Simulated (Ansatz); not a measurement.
What does this script print? It uses Ansatz 0.2.0, Python API.

`srago3_drho.py`:
```python
import warnings

import ansatz as az
import numpy as np

vectors0 = np.array([
    [4.110248, 0.0, 0.0],
    [0.0, 4.110248, 0.0],
    [0.0, 0.0, 4.110248],
])
sites = [
    ("Sr", (0.0, 0.0, 0.0)),
    ("Ag", (0.5, 0.5, 0.5)),
    ("O", (0.5, 0.5, 0.0)),
    ("O", (0.5, 0.0, 0.5)),
    ("O", (0.0, 0.5, 0.5)),
]


def on_lattice(cell):
    crystal = az.Crystal(lattice=az.Lattice.of(cell))
    for symbol, position in sites:
        crystal = crystal.atom(symbol, position)
    return crystal

warnings.simplefilter("ignore", az.DeckWarning)

def solve(crystal):
    return (
        crystal.calculation()
        .functional("pbesol", dispersion="d3bjatm")
        .occupations("methfessel_paxton", width=0.15)
        .basis(460, grid_basis="typed")
        .kpoints(6, 6, 6)
        .density()
        .run(threads=1)
    )


whole = solve(on_lattice(vectors0))
difference = whole.density().channels[0].density_e_per_ang3.copy()
binding = whole.report["free_energy_ev"]
for element in ["Sr", "Ag", "O"]:
    part = az.Crystal(lattice=az.Lattice.of(vectors0))
    for symbol, position in sites:
        if symbol == element:
            part = part.atom(symbol, position)
    alone = solve(part)
    difference -= alone.density().channels[0].density_e_per_ang3
    binding -= alone.report["free_energy_ev"]
    print(f"{element} sublattice: {alone.report['n_electrons']:g} electrons, {alone.report['n_iterations']} iterations")

voxel = abs(np.linalg.det(vectors0)) / difference.size
print(f"energy of the crystal less its unpolarised sublattices: {binding / len(sites):.4f} eV/atom")
print(f"net charge of the difference {difference.sum() * voxel:.5f} e, charge rearranged {0.5 * np.abs(difference).sum() * voxel:.3f} e")
print(f"extremes {difference.min():.4f} and {difference.max():.4f} e/A^3")
for (symbol, position) in sites:
    index = tuple(int(round(p * n)) % n for p, n in zip(position, difference.shape))
    print(f"  change of the pseudo-density at the grid point nearest {symbol}: {difference[index]:+.4f} e/A^3")
profile = difference.mean(axis=(0, 1))
print("planar mean along the third vector:", np.round(profile[:: max(len(profile) // 12, 1)], 4))
```

Output of `python srago3_drho.py`:
```text
Sr sublattice: 10 electrons, 5 iterations
Ag sublattice: 19 electrons, 5 iterations
O sublattice: 18 electrons, 7 iterations
energy of the crystal less its unpolarised sublattices: -4.1463 eV/atom
net charge of the difference -0.00000 e, charge rearranged 1.275 e
extremes -0.5606 and 0.4069 e/A^3
  change of the pseudo-density at the grid point nearest Sr: -0.0502 e/A^3
  change of the pseudo-density at the grid point nearest Ag: -0.1814 e/A^3
  change of the pseudo-density at the grid point nearest O: -0.0058 e/A^3
  change of the pseudo-density at the grid point nearest O: -0.0058 e/A^3
  change of the pseudo-density at the grid point nearest O: -0.0058 e/A^3
planar mean along the third vector: [ 0.0278  0.0068 -0.0017 -0.0069 -0.0104 -0.0074  0.0151 -0.0094 -0.0094
  0.0151 -0.0074 -0.0104 -0.0069 -0.0017  0.0068]
```

Caveats:
- The cell holds an odd number of electrons and is run without spin, so a magnetic state may lie lower.
- Dispersion corrections can be off by several per cent in the lattices of metals, and by several GPa in the pressure at a fixed cell.
- The mesh is modest for a metal, so energies can be off by several to tens of meV an atom and pressures by half a GPa or more; differences at equal mesh fare better.
- The fields are valence quantities on the plane-wave grid; their values near the nuclei depend on the potentials.
- The structure comes from a database of computed cells and needn't be a stable or known phase.
- Charge moved counts every rearrangement, bonding and polarisation too, and is no transfer between atoms; the bare sublattices are artificial references. Values near the nuclei depend on the potentials.
- Run time: 9.8 s on 1 thread of Arm Neoverse V1 (shared host), peak memory 0.3 GiB.
